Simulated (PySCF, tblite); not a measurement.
# C3H6F2OSi: geometry, infrared bands and NMR shifts

Wanted: the infrared bands and NMR shifts of C3H6F2OSi (`C[C@@H](F)[Si@@H](F)C=O`), by calculation.

Programs: tblite 0.8.0 and PySCF 2.14.0, with density-fitted response routines of our own. Each step states its level of theory. These are calculated values for one molecule in the gas phase, unless marked as measured. Atoms are numbered from 0 throughout.

## 1. Starting geometry

13 atoms, charge 0, multiplicity 1; geometry from: force field or distance geometry start.

Bonds of the start (Å): C0–C1 1.50, C1–F2 1.37, C1–Si3 1.87, Si3–F4 1.60, Si3–C5 1.86, C5–O6 1.22, C0–H7 1.09, C0–H8 1.09, C0–H9 1.11, C1–H10 1.10, Si3–H11 1.50, C5–H12 1.10.

## 2. Optimising the geometry with GFN2-xTB

The job: settings as JSON, then the geometry in Å.

```
{"job": {"kind": "relax", "xc": "GFN2-xTB", "basis": "xTB"}, "charge": 0, "multiplicity": 1}
C     -1.458900     0.190400    -0.749900
C     -0.843400    -0.513400     0.429300
F     -1.317200    -1.800900     0.456300
Si     1.024300    -0.589500     0.449100
F      1.539800    -1.227400    -0.924900
C      1.760700     1.112900     0.633100
O      1.093500     2.007800     1.131900
H     -1.196700    -0.295600    -1.686700
H     -1.152200     1.238200    -0.807600
H     -2.563500     0.158400    -0.665600
H     -1.189400    -0.046300     1.361300
H      1.507700    -1.485700     1.557200
H      2.790900     1.251600     0.284500
```

Started as:

```console
$ OMP_NUM_THREADS=1 python probes_run.py task.json out
```

This one command runs all jobs of the session in turn.

What it wrote:

```text
step      E/eV     max force
  0    -673.34421    1.890
  1    -673.41892    1.762
  2    -673.45644    0.454
  3    -673.46674    0.331
  4    -673.47995    0.209
  5    -673.48547    0.173
  6    -673.48901    0.145
  7    -673.49206    0.156
  8    -673.49549    0.167
  9    -673.49834    0.143
 10    -673.50007    0.090
 11    -673.50118    0.079
 12    -673.50220    0.092
 13    -673.50310    0.082
 14    -673.50379    0.075
 15    -673.50438    0.075
 16    -673.50509    0.080
 17    -673.50598    0.093
 18    -673.50676    0.069
 19    -673.50720    0.053
 20    -673.50744    0.044
 21    -673.50768    0.055
 22    -673.50798    0.061
 23    -673.50827    0.055
 24    -673.50848    0.047
 25    -673.50865    0.039
 26    -673.50882    0.047
 27    -673.50899    0.039
 28    -673.50913    0.031
 29    -673.50922    0.025
 30    -673.50929    0.023
 31    -673.50937    0.027
 32    -673.50947    0.031
 33    -673.50960    0.035
 34    -673.50973    0.030
 35    -673.50983    0.024
 36    -673.50989    0.018
 37    -673.50994    0.016
 38    -673.50998    0.018
 39    -673.51002    0.017
 40    -673.51005    0.017
 41    -673.51010    0.019
 42    -673.51016    0.024
 43    -673.51023    0.026
 44    -673.51031    0.025
 45    -673.51039    0.022
 46    -673.51046    0.021
 47    -673.51052    0.024
 48    -673.51059    0.022
 49    -673.51067    0.025
 50    -673.51076    0.029
 51    -673.51085    0.021
 52    -673.51092    0.024
 53    -673.51099    0.024
 54    -673.51107    0.030
 55    -673.51117    0.033
 56    -673.51129    0.031
 57    -673.51143    0.033
 58    -673.51162    0.037
 59    -673.51185    0.057
 60    -673.51199    0.091
 61    -673.51176    0.184
 62    -673.51218    0.026
 63    -673.51223    0.021
 64    -673.51237    0.027
 65    -673.51243    0.027
 66    -673.51258    0.021
 67    -673.51262    0.022
 68    -673.51271    0.034
 69    -673.51279    0.049
 70    -673.51289    0.056
 71    -673.51298    0.043
 72    -673.51305    0.033
 73    -673.51312    0.030
 74    -673.51318    0.041
 75    -673.51329    0.034
 76    -673.51336    0.024
 77    -673.51346    0.026
 78    -673.51353    0.030
 79    -673.51370    0.061
 80    -673.51387    0.033
 81    -673.51402    0.084
 82    -673.51416    0.032
 83    -673.51426    0.023
 84    -673.51436    0.022
 85    -673.51444    0.020
 86    -673.51447    0.040
 87    -673.51450    0.014
 88    -673.51454    0.014
 89    -673.51459    0.011
 90    -673.51459    0.007
```

Wall time 0.76 s (1 thread of Arm Neoverse N1, shared host); peak memory 0.18 GiB.

The steps of the relaxation: (not every step is listed)

| step | energy from step 0 (eV) | largest force (eV/Å) |
| --- | --- | --- |
| 0 | 0.0000 | 1.8896 |
| 1 | -0.0747 | 1.7622 |
| 2 | -0.1122 | 0.4540 |
| 3 | -0.1225 | 0.3312 |
| 4 | -0.1357 | 0.2090 |
| 5 | -0.1413 | 0.1731 |
| 6 | -0.1448 | 0.1454 |
| 7 | -0.1479 | 0.1557 |
| 8 | -0.1513 | 0.1666 |
| 15 | -0.1602 | 0.0750 |
| 22 | -0.1638 | 0.0612 |
| 29 | -0.1650 | 0.0247 |
| 36 | -0.1657 | 0.0178 |
| 43 | -0.1660 | 0.0261 |
| 50 | -0.1666 | 0.0294 |
| 57 | -0.1672 | 0.0329 |
| 64 | -0.1682 | 0.0269 |
| 71 | -0.1688 | 0.0425 |
| 78 | -0.1693 | 0.0302 |
| 85 | -0.1702 | 0.0201 |
| 86 | -0.1703 | 0.0405 |
| 87 | -0.1703 | 0.0144 |
| 88 | -0.1703 | 0.0136 |
| 89 | -0.1704 | 0.0113 |
| 90 | -0.1704 | 0.0073 |

Close pairs (by a distance rule), those that changed most:

| bond | before (Å) | after (Å) | change (Å) |
| --- | --- | --- | --- |
| Si3–C5 | 1.864 | 1.920 | +0.056 |
| Si3–H11 | 1.505 | 1.449 | -0.055 |
| C1–Si3 | 1.869 | 1.922 | +0.053 |
| C1–F2 | 1.372 | 1.394 | +0.022 |
| C0–H9 | 1.108 | 1.088 | -0.020 |
| C5–O6 | 1.223 | 1.204 | -0.019 |
| C0–C1 | 1.505 | 1.523 | +0.018 |
| C5–H12 | 1.096 | 1.112 | +0.016 |

The final coordinates are the input of the step that follows.

## 3. Infrared spectrum with GFN2-xTB

The job: settings as JSON, then the geometry in Å.

```
{"job": {"kind": "ir", "xc": "GFN2-xTB", "basis": "xTB"}, "charge": 0, "multiplicity": 1}
C     -1.456256     0.136330    -0.808438
C     -0.903505    -0.490694     0.464843
F     -1.421259    -1.778854     0.591038
Si     1.014393    -0.613477     0.513035
F      1.538955    -1.090131    -0.937926
C      1.771067     1.142090     0.694380
O      1.424081     1.962965     1.503834
H     -1.099744    -0.402270    -1.683367
H     -1.135777     1.172898    -0.871894
H     -2.543871     0.101383    -0.799424
H     -1.286243     0.048156     1.340211
H      1.503134    -1.580515     1.475836
H      2.590637     1.392604    -0.014224
```

What it wrote:

```text
mode    cm-1     km/mol
  1      30.0      8.00
  2      39.0      8.14
  3      90.1      4.38
  4     138.5      8.69
  5     152.6      9.78
  6     205.8      0.42
  7     268.6     11.85
  8     325.0     30.67
  9     368.3      7.85
 10     435.2      5.65
 11     568.3    100.56
 12     598.0     53.11
 13     647.2     60.27
 14     707.7     31.06
 15     779.5     93.12
 16     817.5    226.81
 17     904.9     36.32
 18     999.2      9.10
 19    1065.0     34.12
 20    1112.8     24.52
 21    1246.9      6.65
 22    1286.2      4.11
 23    1357.6     38.86
 24    1399.7      9.93
 25    1470.8      3.35
 26    1491.9      7.18
 27    1749.5    140.66
 28    2381.6    184.42
 29    2699.3    118.78
 30    2910.4     26.10
 31    3033.8     18.13
 32    3044.6      7.85
 33    3046.1     20.29
```

It took 0.56 s on 1 thread of Arm Neoverse N1, shared host; peak memory 0.18 GiB.

Which atoms move in the most intense modes:

| cm⁻¹ | km/mol | atoms |
| --- | --- | --- |
| 568 | 100.6 | H11 62 %, C5 17 % |
| 598 | 53.1 | H11 70 %, C1 13 % |
| 647 | 60.3 | H11 34 %, C1 23 %, Si3 15 % |
| 780 | 93.1 | H12 46 %, C5 34 % |
| 818 | 226.8 | F4 52 %, Si3 43 % |
| 1750 | 140.7 | C5 58 %, O6 42 % |
| 2382 | 184.4 | H11 97 % |
| 2699 | 118.8 | H12 94 % |

## 4. NMR shieldings: PBE0/pcSseg-1

The job, as its differences from that of step 3:

```diff
@@ -1,2 +1,2 @@
-{"job": {"kind": "ir", "xc": "GFN2-xTB", "basis": "xTB"}, "charge": 0, "multiplicity": 1}
+{"job": {"kind": "nmr", "xc": "PBE0", "basis": "pcSseg-1"}, "charge": 0, "multiplicity": 1}
 C     -1.456256     0.136330    -0.808438
```

Method: GIAO PBE0/pcSseg-1 NMR shielding, non-relativistic, gas phase.

What it wrote:

```text
coarse grid: 11864 points
cycle   1  E = -681.5409350140  dE =  7.116e-01  |g| = 9.792e-01  |ddm| = 3.163e+00
cycle   2  E = -681.0548645679  dE =  4.861e-01  |g| = 1.893e+00  |ddm| = 1.827e+00
cycle   3  E = -681.7083067316  dE = -6.534e-01  |g| = 2.133e-01  |ddm| = 1.299e+00
cycle   4  E = -681.7155658867  dE = -7.259e-03  |g| = 9.628e-02  |ddm| = 1.744e-01
cycle   5  E = -681.7169952931  dE = -1.429e-03  |g| = 1.999e-02  |ddm| = 6.036e-02
cycle   6  E = -681.7170722190  dE = -7.693e-05  |g| = 5.919e-03  |ddm| = 1.633e-02
cycle   7  E = -681.7170794627  dE = -7.244e-06  |g| = 1.143e-03  |ddm| = 4.490e-03
final grid: 112200 points
cycle   8  E = -681.7795519473  dE = -1.340e-05  |g| = 1.314e-02  |ddm| = 1.869e-02
cycle   9  E = -681.7794684556  dE =  8.349e-05  |g| = 2.499e-02  |ddm| = 2.026e-02
cycle  10  E = -681.7795839728  dE = -1.155e-04  |g| = 2.485e-03  |ddm| = 1.370e-02
cycle  11  E = -681.7795853039  dE = -1.331e-06  |g| = 3.252e-04  |ddm| = 1.675e-03
cycle  12  E = -681.7795853161  dE = -1.219e-08  |g| = 1.615e-04  |ddm| = 2.823e-04
cycle  13  E = -681.7795853201  dE = -4.003e-09  |g| = 2.137e-05  |ddm| = 9.896e-05
cycle  14  E = -681.7795853201  dE = -8.026e-11  |g| = 6.524e-06  |ddm| = 2.379e-05
converged SCF energy = -681.7795853201

GIAO shielding tensors (ppm)
atom      isotropic    diamagn.    paramagn.     s11        s22        s33       span
  0 C      168.022     249.191     -81.169    148.869    170.516    184.681     35.812
  1 C       97.533     249.704    -152.170     59.943     76.419    156.238     96.296
  2 F      420.356     472.920     -52.564    377.597    404.134    479.338    101.741
  3 Si     370.351     878.832    -508.481    293.105    377.442    440.507    147.403
  4 F      402.744     470.206     -67.462    389.282    404.821    414.130     24.848
  5 C      -62.418     255.474    -317.892   -179.961    -93.324     86.030    265.991
  6 O     -643.160     399.738   -1042.898  -1782.832   -567.606    420.959   2203.791
  7 H       29.779      30.512      -0.733     25.655     29.275     34.407      8.751
  8 H       30.889      31.501      -0.612     27.125     28.772     36.768      9.643
  9 H       29.814      28.769       1.045     25.950     27.426     36.066     10.116
 10 H       26.879      31.096      -4.217     23.487     26.504     30.646      7.158
 11 H       26.586      28.248      -1.662     22.878     25.484     31.394      8.516
 12 H       19.383      27.777      -8.395     13.372     20.569     24.208     10.836
```

Run time: 28 s. Hardware: 1 thread of Arm Neoverse N1, shared host; peak memory 0.72 GiB.

Shifts follow as δ = σ(reference) − σ, with reference shieldings (ppm) from runs at the same level and on the same kind of geometry: 1H TMS 31.72, 13C TMS 186.9, 29Si TMS 349.2, 19F CFCl3 170.9, 17O H2O 336.1. The references are single molecules in the gas phase, so shifts against H2O, NH3, PH3, H3PO4 or CFCl3 are not on the usual liquid scales and can be off by tens of ppm. Atoms listed in one row are averaged.

| atoms | environment | σ (ppm) | δ (ppm) | δ scaled to CDCl3 |
| --- | --- | --- | --- | --- |
| C5 | carbonyl carbon | -62.4 | 249.3 | 241.4 |
| C1 | sp3 CH bonded to F and Si | 97.5 | 89.4 | 85.3 |
| C0 | methyl carbon | 168.0 | 18.9 | 16.5 |
| H12 | hydrogen on a carbonyl carbon | 19.38 | 12.33 | 11.73 |
| H11 | hydrogen on a silicon bonded to 2 C, F | 26.59 | 5.13 | – |
| H10 | hydrogen on an sp3 CH bonded to F and Si | 26.88 | 4.84 | 4.67 |
| H7, H8, H9 | hydrogen on a methyl carbon | 30.16 | 1.56 | 1.57 |
| F4 | fluorine bonded to Si | 402.7 | -231.8 | – |
| F2 | fluorine on an sp3 carbon | 420.4 | -249.4 | – |
| Si3 | silicon bonded to 2 C, F, H | 370.4 | -21.2 | – |
| O6 | carbonyl oxygen | -643.2 | 979.2 | – |

The scaled column applies a straight-line fit of computed shieldings to shifts measured in CDCl3, and one for carbons that bear F (root-mean-square error 0.16 ppm for H, 1.9 ppm for C).

Charges from the same density, by scheme (e):

| atoms | Mulliken | IAO | Hirshfeld | ESP fit |
| --- | --- | --- | --- | --- |
| C0 | -0.29 | -0.43 | -0.12 | -0.38 |
| C1 | -0.14 | -0.10 | -0.02 | 0.30 |
| F2 | -0.34 | -0.33 | -0.12 | -0.28 |
| Si3 | 1.02 | 1.16 | 0.45 | 0.41 |
| F4 | -0.42 | -0.53 | -0.20 | -0.28 |
| C5 | -0.07 | -0.02 | 0.05 | 0.33 |
| O6 | -0.33 | -0.35 | -0.21 | -0.41 |

Mayer bond orders: C0–C1 1.04, C1–F2 0.83, C1–Si3 0.88, Si3–F4 0.92, Si3–C5 0.81, C5–O6 1.95.

## 5. Results

```
                                                              quantity                        value
                             strongest single infrared mode (GFN2-xTB)         818 cm⁻¹, 227 km/mol
                                          zero-point energy (GFN2-xTB)                53.4 kcal/mol
                                13C shifts against TMS (PBE0/pcSseg-1)        249.3, 89.4, 18.9 ppm
1H shifts against TMS (PBE0/pcSseg-1, means over atoms taken as alike)  12.33, 5.13, 4.84, 1.56 ppm
                              19F shifts against CFCl3 (PBE0/pcSseg-1)           -231.8, -249.4 ppm
                               29Si shifts against TMS (PBE0/pcSseg-1)                    -21.2 ppm
                                17O shifts against H2O (PBE0/pcSseg-1)                    979.2 ppm
```

The optimisation took 90 steps and gained 0.170 eV; among the close pairs (by a distance rule), Si3–C5 changed most, from 1.864 to 1.920 Å. All 33 modes are real, so the xTB geometry is a minimum. The strongest single mode, at 818 cm⁻¹, moves mainly F4 and Si3. Unscaled tight-binding wavenumbers are off by several per cent, some by more. Its intensities can rank the bands wrongly. At PBE0/pcSseg-1: Shielding is most anisotropic at O6 (span 2204 ppm, paramagnetic term -1043 ppm).
